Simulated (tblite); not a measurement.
# C7H14OSi: the cost of one run

The runs use tblite 0.8.0 and PySCF 2.14.0, with density-fitted response routines of our own; the level of theory stands in each step. All values are computed, except where a source is named. Atoms count from 0, in the outputs and in this text.

### 1 Starting geometry

23 atoms, charge 0, multiplicity 1; geometry from: force field or distance geometry start.

Bonds of the start (Å): C0–C1 1.34, C1–C2 1.54, C2–C3 1.55, C3–O4 1.22, C2–C5 1.56, C5–C6 1.52, C2–C7 1.55, C7–Si8 1.88, C0–H9 1.08, C0–H10 1.10, C1–H11 1.09, C3–H12 1.10, C5–H13 1.10, C5–H14 1.09, C6–H15 1.10, C6–H16 1.09, C6–H17 1.09, C7–H18 1.10, C7–H19 1.10, Si8–H20 1.48, Si8–H21 1.48, Si8–H22 1.50.

### 2 Relaxing the molecule with GFN2-xTB

The job: settings as JSON, then the geometry in Å.

```
{"job": {"kind": "relax", "xc": "GFN2-xTB", "basis": "xTB"}, "charge": 0, "multiplicity": 1}
C     -1.586100     1.949700     0.987000
C     -1.444700     1.140400    -0.073900
C     -0.203100     0.297300    -0.438000
C      0.169000     0.866200    -1.830700
O     -0.086900     0.310900    -2.884700
C     -0.659500    -1.183800    -0.584300
C     -1.057700    -1.863100     0.717500
C      0.994700     0.505200     0.530000
Si     2.622600    -0.363600     0.145200
H     -0.827400     2.113900     1.736900
H     -2.534200     2.483300     1.132200
H     -2.293100     1.040400    -0.744300
H      0.669500     1.843600    -1.803800
H      0.142400    -1.774800    -1.059500
H     -1.510600    -1.241900    -1.270000
H     -1.879600    -1.335900     1.230200
H     -1.399700    -2.882200     0.517000
H     -0.220000    -1.944800     1.417700
H      0.699700     0.211100     1.548800
H      1.240400     1.571300     0.583500
H      3.101500     0.102000    -1.176000
H      2.431800    -1.829300     0.141100
H      3.626500     0.011000     1.188200
```

Launch:

```
> OMP_NUM_THREADS=1 python probes_run.py task.json out
```

This one command runs all jobs of the session in turn.

**Question.** How long does this first job take on 1 thread of Arm Neoverse N1, shared host?

About 1.4 s.
